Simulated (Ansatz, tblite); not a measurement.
# C17H13Cl3N2Si: a ladder of methods and basis sets

The task here is to estimate one member of a computed series from the others.

Method: as each input shows; program: Ansatz 0.2.0, Gaussian basis.

Levels to be run: GFN1-xTB, GFN2-xTB, PBE-D4/def2-TZVP, r2SCAN-D4/def2-TZVP, B2PLYP/def2-TZVP, CAM-B3LYP-D4/def2-TZVP, PBE-QIDH/def2-TZVP, PBE+5HF/def2-SVP, PBE+10HF/def2-SVP, PBE+15HF/def2-SVP, PBE+35HF/def2-SVP, PBE+50HF/def2-SVP, PBE-D4/def2-SVP, PBE0-D4/def2-SVP, HF/STO-3G, HF/6-31G, B3LYP-D4/6-31G, MP2/def2-SVP, RPA/def2-SVP.

## The geometry

The singlet was relaxed beforehand with PBE-D4/def2-SVP.

SMILES `Cl[Si](Cl)(Cl)Cc1ccc(-c2cnc(-c3ccccc3)nc2)cc1`, 36 atoms, charge 0, spin multiplicity 1.

Bond lengths: Cl1–Si2 2.068 Å, Si2–Cl3 2.069 Å, Si2–Cl4 2.067 Å, Si2–C5 1.883 Å, C5–C6 1.506 Å, C5–H24 1.110 Å, C5–H25 1.111 Å, C6–C7 1.410 Å, C6–C23 1.410 Å, C7–C8 1.398 Å, C7–H26 1.101 Å, C8–C9 1.414 Å, C8–H27 1.100 Å, C9–C10 1.475 Å, C9–C22 1.414 Å, C10–C11 1.414 Å, C10–C21 1.414 Å, C11–N12 1.332 Å and more. Angles: Cl1–Si2–Cl3 108.7°, Cl1–Si2–Cl4 108.6°, Cl1–Si2–C5 110.4°, Cl3–Si2–Cl4 109.0°, Cl3–Si2–C5 109.8°, Cl4–Si2–C5 110.3°, Si2–C5–C6 112.1°, Si2–C5–H24 106.4°, Si2–C5–H25 106.5°, C6–C5–H24 112.0°, C6–C5–H25 112.1°, H24–C5–H25 107.4°, C5–C6–C7 120.9°, C5–C6–C23 120.9°, C7–C6–C23 118.2°, C6–C7–C8 120.9°, C6–C7–H26 119.6°, C8–C7–H26 119.5° and more.

PBE0-D4/def2-TZVP was run before; its log isn't repeated, and its numbers join the tables.

The first run:

Tight binding, by tblite at 300 K electronic temperature and without a spin-polarisation term:

```python
tblite.interface.Calculator('GFN1-xTB', numbers, positions, charge=0, uhf=0).singlepoint()
```

Tight binding, by tblite at 300 K electronic temperature and without a spin-polarisation term:

```python
tblite.interface.Calculator('GFN2-xTB', numbers, positions, charge=0, uhf=0).singlepoint()
```

start.molden holds the orbitals of an earlier run on this state, given as this run's starting guess.

Input file in.yaml:

```yaml
crystal:
  periodic: [false, false, false]
  atoms:
    - {symbol: Cl, position_ang: [6.160510, 2.324245, -0.745992]}
    - {symbol: Si, position_ang: [6.592027, 0.755179, 0.530542]}
    - {symbol: Cl, position_ang: [8.642485, 0.484646, 0.580334]}
    - {symbol: Cl, position_ang: [5.932726, 1.246598, 2.427120]}
    - {symbol: C, position_ang: [5.755013, -0.823148, -0.063664]}
    - {symbol: C, position_ang: [4.254036, -0.699407, -0.075908]}
    - {symbol: C, position_ang: [3.581088, -0.153990, -1.188906]}
    - {symbol: C, position_ang: [2.191957, 0.004213, -1.182332]}
    - {symbol: C, position_ang: [1.420784, -0.370023, -0.057961]}
    - {symbol: C, position_ang: [-0.044633, -0.205440, -0.054372]}
    - {symbol: C, position_ang: [-0.696706, 0.870659, -0.699640]}
    - {symbol: N, position_ang: [-2.020111, 1.021483, -0.715057]}
    - {symbol: C, position_ang: [-2.759023, 0.093233, -0.066237]}
    - {symbol: C, position_ang: [-4.232625, 0.249822, -0.082990]}
    - {symbol: C, position_ang: [-4.824329, 1.357177, -0.730071]}
    - {symbol: C, position_ang: [-6.216585, 1.501575, -0.748466]}
    - {symbol: C, position_ang: [-7.034418, 0.544129, -0.123528]}
    - {symbol: C, position_ang: [-6.451464, -0.560326, 0.522148]}
    - {symbol: C, position_ang: [-5.059621, -0.708277, 0.544155]}
    - {symbol: N, position_ang: [-2.244987, -0.967978, 0.595839]}
    - {symbol: C, position_ang: [-0.919976, -1.108190, 0.592267]}
    - {symbol: C, position_ang: [2.099281, -0.909097, 1.059023]}
    - {symbol: C, position_ang: [3.488685, -1.066232, 1.050414]}
    - {symbol: H, position_ang: [6.099616, -1.633845, 0.612124]}
    - {symbol: H, position_ang: [6.165058, -1.036077, -1.073623]}
    - {symbol: H, position_ang: [4.156534, 0.146089, -2.078382]}
    - {symbol: H, position_ang: [1.691836, 0.403075, -2.077730]}
    - {symbol: H, position_ang: [-0.102938, 1.654172, -1.206219]}
    - {symbol: H, position_ang: [-4.164285, 2.092701, -1.212243]}
    - {symbol: H, position_ang: [-6.670308, 2.368159, -1.254491]}
    - {symbol: H, position_ang: [-8.129264, 0.658597, -0.140257]}
    - {symbol: H, position_ang: [-7.089730, -1.312550, 1.011658]}
    - {symbol: H, position_ang: [-4.580499, -1.563340, 1.042660]}
    - {symbol: H, position_ang: [-0.515407, -1.998269, 1.109382]}
    - {symbol: H, position_ang: [1.531708, -1.185384, 1.960545]}
    - {symbol: H, position_ang: [3.993567, -1.474190, 1.939857]}
basis:
  gaussian: {orbitals: def2-TZVP, fitting: {mean_field: def2-universal-jkfit}, initial_orbitals: start.molden}
hamiltonian: {xc: pbe, dispersion: d4}
scf: {omitted_lower_state_checks: [starts]}
output: {orbitals: {seedname: orbitals}}
```

Started as:

```
> ansatz run in.yaml --threads 2 --pin off --events-out ev --progress --plain --max-ram 22528MiB --backend cuda --devices 0, --max-vram 18GiB
```

Steps of the session up to this table: PBE-D4/def2-TZVP; r2SCAN-D4/def2-TZVP; B2PLYP/def2-TZVP; CAM-B3LYP-D4/def2-TZVP; PBE-QIDH/def2-TZVP; PBE+5HF/def2-SVP; PBE+10HF/def2-SVP; PBE+15HF/def2-SVP; PBE+35HF/def2-SVP; PBE+50HF/def2-SVP; PBE-D4/def2-SVP; PBE0-D4/def2-SVP; HF/STO-3G; HF/6-31G; B3LYP-D4/6-31G; MP2/def2-SVP; RPA/def2-SVP.

One of the session's tables, all rows but one given; the rest of the session is left out.

It belongs to the step «Binding energy». 

```
                 level  binding an atom (eV)
             HF/STO-3G                 4.134
              HF/6-31G                 3.335
           HF/def2-SVP                 3.716
       PBE-D4/def2-SVP                 5.322
      PBE-D4/def2-TZVP                 5.246
   r2SCAN-D4/def2-TZVP                 5.071
        B3LYP-D4/6-31G                 4.839
      PBE0-D4/def2-SVP                 5.200
     PBE0-D4/def2-TZVP                 5.125
CAM-B3LYP-D4/def2-TZVP                 5.035
          MP2/def2-SVP                     ?
```

Estimate the missing values for MP2/def2-SVP.

The run gave: binding an atom (eV): 4.962. In the column «binding an atom (eV)» it lies between B3LYP-D4/6-31G (4.839) and CAM-B3LYP-D4/def2-TZVP (5.035).

To keep in mind: Free atoms were run apart at each level; binding is atoms less cluster, divided by the number of atoms, without zero-point or spin-orbit terms.
